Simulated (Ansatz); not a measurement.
# CH7BOSSi: up Jacob's ladder to CCSD(T)

How much do the methods differ for CH7BOSSi? The plan is to run it at one geometry with functionals of several rungs and with coupled cluster. The yardstick is the atomisation energy at the CCSD(T) limit.

Method: functionals in def2-TZVPP, the program's frozen cores in correlated methods; program: Ansatz 0.2.0, Gaussian basis.

The runs, in order: PBE-D4, r2SCAN-D4, PBE0-D4, B3LYP-D4, ωB97X-V, ωB97M-V, B2PLYP; CCSD(T)/def2-TZVPP; MP2/def2-QZVPP; extrapolation to the limit.

**1. The geometry**

The geometry comes from an earlier relaxation with PBE0-D4 in a triple-zeta def2 set; it is a stationary point, not always the lowest conformer.

SMILES `CB[SiH](O)S`, 12 atoms, charge 0, spin multiplicity 1.

Atoms are counted from 1 here; the program's logs count them from 0.

Bond lengths: C1–B2 1.588 Å, C1–H6 1.095 Å, C1–H7 1.095 Å, C1–H8 1.094 Å, B2–Si3 1.949 Å, B2–H9 1.199 Å, Si3–O4 1.641 Å, Si3–S5 2.277 Å, Si3–H10 1.480 Å, O4–H11 0.959 Å, S5–H12 1.343 Å. Angles: B2–C1–H6 108.8°, B2–C1–H7 114.9°, B2–C1–H8 111.7°, H6–C1–H7 106.8°, H6–C1–H8 107.0°, H7–C1–H8 107.2°, C1–B2–Si3 121.1°, C1–B2–H9 120.6°, Si3–B2–H9 116.0°, B2–Si3–O4 126.4°, B2–Si3–S5 60.1°, B2–Si3–H10 127.9°, O4–Si3–S5 112.3°, O4–Si3–H10 105.6°, S5–Si3–H10 105.3°, Si3–O4–H11 116.4°, Si3–S5–H12 94.3°.

**2. PBE-D4 (GGA)**

Contents of in.yaml:

```yaml
crystal:
  periodic: [false, false, false]
  atoms:
    - {symbol: C, position_ang: [-1.562697, -0.225883, 0.653604]}
    - {symbol: B, position_ang: [-0.105976, 0.402099, 0.727879]}
    - {symbol: Si, position_ang: [1.367657, -0.350092, -0.302131]}
    - {symbol: O, position_ang: [1.280803, -1.613100, -1.346157]}
    - {symbol: S, position_ang: [0.264873, 1.487228, -1.072593]}
    - {symbol: H, position_ang: [-1.680266, -0.943362, 1.472950]}
    - {symbol: H, position_ang: [-1.785877, -0.764713, -0.273323]}
    - {symbol: H, position_ang: [-2.338557, 0.534303, 0.780016]}
    - {symbol: H, position_ang: [0.201305, 1.128477, 1.631360]}
    - {symbol: H, position_ang: [2.795102, 0.039269, -0.266066]}
    - {symbol: H, position_ang: [0.456550, -2.104074, -1.353893]}
    - {symbol: H, position_ang: [1.183984, 2.354749, -0.617649]}
basis:
  gaussian: {orbitals: def2-TZVPP}
hamiltonian: {xc: pbe, dispersion: d4}
output: {forces: true, orbitals: {seedname: orbitals}}
```

Started as:

```
$ ansatz run in.yaml --threads 4 --pin off --events-out ev --progress --plain --max-ram 10444MiB
```

The runs that follow: r2SCAN-D4 (meta-GGA); PBE0-D4 (hybrid); B3LYP-D4 (hybrid); ωB97X-V (range-separated); ωB97M-V (range-separated); B2PLYP (double hybrid); CCSD(T) in def2-TZVPP; MP2 in def2-QZVPP.

Before running them: what should the planned runs give, taken together? Wanted: atomisation energy, CCSD(T)/CBS; farthest; mean size of error, hybrid; mean size of error, range-separated; gap, smallest and largest; T1 diagnostic; triples share of the correlation energy.

The runs gave:

```
                               quantity                                 value
        atomisation energy, CCSD(T)/CBS                         4256.5 kJ/mol
 functionals within 21.3 kJ/mol (0.5 %)            PBE0-D4, B3LYP-D4, ωB97X-V
                               farthest                 PBE-D4 (+71.1 kJ/mol)
             mean size of error, hybrid                            6.7 kJ/mol
    mean size of error, range-separated                           20.5 kJ/mol
              gap, smallest and largest  4.59 eV (PBE-D4), 10.73 eV (ωB97X-V)
                          T1 diagnostic                                0.0122
triples share of the correlation energy                                 4.1 %
```

**Reading.** PBE-D4 is off by +71.1 kJ/mol. Double hybrids carry the basis error of their MP2 part in triple zeta, and no dispersion term here, so their miss is partly the set-up's. Misses under about 21.3 kJ/mol are within the doubt on the reference itself, which lacks core-valence correlation, relativity and higher excitations. Hartree-Fock recovers 73 % of the binding; the rest is correlation. The gap grows from 4.6 to 10.7 eV across the functionals, mostly with the share of exact exchange.
